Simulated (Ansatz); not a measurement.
# LiCl: the cost of one run

Computed with Ansatz 0.2.0 (DFT LDA, scalar-relativistic, plane waves, PAW, unless a step's input says otherwise).

The COD entry's cell or inner coordinates are ideal or old and differ from later refinements, so a difference from it is no clean test against experiment.

5 further runs of the same task are left out: 5 set aside as unsound or not needed.

## (1) The starting structure

It takes space group Fm-3m (No. 225, cubic). The conventional cell has a = 4.964 Å, b = 4.964 Å, c = 4.964 Å, α = 90.00°, β = 90.00°, γ = 90.00°. Li (site symmetry m-3m) is surrounded by 6 Cl at 2.48 Å. Cl (site symmetry m-3m) has 6 Li at 2.48 Å in its first shell of neighbours.

Structure file:

```
Li Cl
1.0
     0.00000    2.48207    2.48207
     2.48207    0.00000    2.48207
     2.48207    2.48207    0.00000
Li Cl
1 1
Direct
  0.00000 0.00000 0.00000
  0.50000 0.50000 0.50000
```

This cell was relaxed beforehand with the same method: volume 15.29 Å³/atom, gap on the mesh 6.49 eV.

## (2) Relaxing at 6 GPa

At a set pressure the run lowers the enthalpy E + PV, so the energy alone may rise along the way.

Contents of input.yaml:

```yaml
crystal:
  lattice:
    - [0.0, 2.4820709611, 2.4820709611]
    - [2.4820709611, 0.0, 2.4820709611]
    - [2.4820709611, 2.4820709611, 0.0]
  atoms:
    - { symbol: Li, position: [0.0, 0.0, 0.0] }
    - { symbol: Cl, position: [0.5, 0.5, 0.5] }
basis:
  ecutwfc: 420
kpoints:
  mp_grid: { grid: [8, 8, 8] }
hamiltonian:
  xc: lda
scf:
  occupations: { method: fixed }
output:
  forces: true
  stress: true
  eigenvalues: true
relax:
  adjacent_minimum: "off"
  f_tol: 0.001
  max_steps: 60
  cell: { stress_tol: 0.02, p_target: 6.0 }
```

Command:

```bash
> ansatz run input.yaml --threads 1 --pin off --max-ram 1228MiB --backend cpu --events-out ev --progress --plain --runs-dir out
```

**Question.** How long does this run take on 1 thread of Arm Neoverse V2, shared host, and how much memory does it need?

About 3 s, with a peak of 0.26 GiB.
